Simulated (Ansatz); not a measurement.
# Ge7S6: the cost of one run

Program: Ansatz 0.2.0, Gaussian basis. Level of theory: RKS PBE0-D4/def2-SVP. These are calculated values, not measurements.

Plan: a single point at PBE0-D4/def2-SVP.

11 further runs of the same task are left out: 10 that didn't finish, 1 set aside as unsound or not needed. Runs told in other sessions of the task aren't counted.

## Step 1: The relaxed structure

The singlet was relaxed beforehand with r2SCAN-D4/def2-SVP. At that level it is the lowest of the isomers that a small search found.

13 atoms, charge 0, spin multiplicity 1.

Atoms are counted from 1 here; the program's logs count them from 0.

Bond lengths: Ge1–S8 2.364 Å, Ge1–S10 2.634 Å, Ge2–S8 2.557 Å, Ge2–S12 2.427 Å, Ge2–S13 2.266 Å, Ge3–Ge5 2.553 Å, Ge3–S8 2.423 Å, Ge3–S10 2.568 Å, Ge4–S9 2.415 Å, Ge4–S10 2.521 Å, Ge4–S12 2.380 Å, Ge5–S9 2.255 Å, Ge5–S11 2.144 Å, Ge6–S10 2.499 Å, Ge6–S12 2.396 Å, Ge7–S9 2.641 Å, Ge7–S11 2.479 Å, Ge7–S13 2.280 Å. Angles: S8–Ge1–S10 91.2°, S8–Ge2–S12 100.6°, S8–Ge2–S13 105.4°, S12–Ge2–S13 103.3°, Ge5–Ge3–S8 73.2°, Ge5–Ge3–S10 87.5°, S8–Ge3–S10 91.4°, S9–Ge4–S10 101.1°, S9–Ge4–S12 97.8°, S10–Ge4–S12 91.3°, Ge3–Ge5–S9 125.0°, Ge3–Ge5–S11 132.2°, S9–Ge5–S11 101.8°, S10–Ge6–S12 91.5°, S9–Ge7–S11 83.6°, S9–Ge7–S13 107.2°, S11–Ge7–S13 98.2°, Ge1–S8–Ge2 99.2° and more.

Bonds by kind at the end (by distance):

```tsv
bond	count	shortest (Å)	longest (Å)
Ge–S	17	2.144	2.641
Ge–Ge	1	2.553	2.553
```

## Step 2: Single point, PBE0-D4/def2-SVP

start.molden holds the orbitals of an earlier run on this state, given as this run's starting guess.

File in.yaml:

```yaml
crystal:
  periodic: [false, false, false]
  atoms:
    - {symbol: Ge, position_ang: [-1.299123, 2.854708, -0.537208]}
    - {symbol: Ge, position_ang: [0.307557, 0.024355, -2.397582]}
    - {symbol: Ge, position_ang: [-2.276780, 1.060176, 1.291471]}
    - {symbol: Ge, position_ang: [2.082002, 0.713743, 1.441394]}
    - {symbol: Ge, position_ang: [-1.073970, -1.190449, 1.230309]}
    - {symbol: Ge, position_ang: [1.252719, 3.062080, -0.345210]}
    - {symbol: Ge, position_ang: [0.709419, -3.319107, -0.233561]}
    - {symbol: S, position_ang: [-1.779531, 0.594417, -1.034103]}
    - {symbol: S, position_ang: [1.124301, -1.494945, 1.630353]}
    - {symbol: S, position_ang: [0.021781, 2.153870, 1.631281]}
    - {symbol: S, position_ang: [-1.654685, -3.114174, 0.482313]}
    - {symbol: S, position_ang: [2.044043, 0.878754, -0.932876]}
    - {symbol: S, position_ang: [0.542277, -2.223429, -2.226560]}
basis:
  gaussian: {orbitals: def2-SVP, initial_orbitals: start.molden}
hamiltonian: {xc: pbe0, dispersion: d4}
scf: {omitted_lower_state_checks: [starts]}
output: {orbitals: {seedname: orbitals}}
```

On the command line:

```console
$ ansatz run in.yaml --threads 4 --pin off --events-out ev --progress --plain --max-ram 6963MiB
```

What time and memory should one allow on 4 threads of Arm Neoverse N1, shared host?

About 96 s, with a peak of 2.3 GiB.
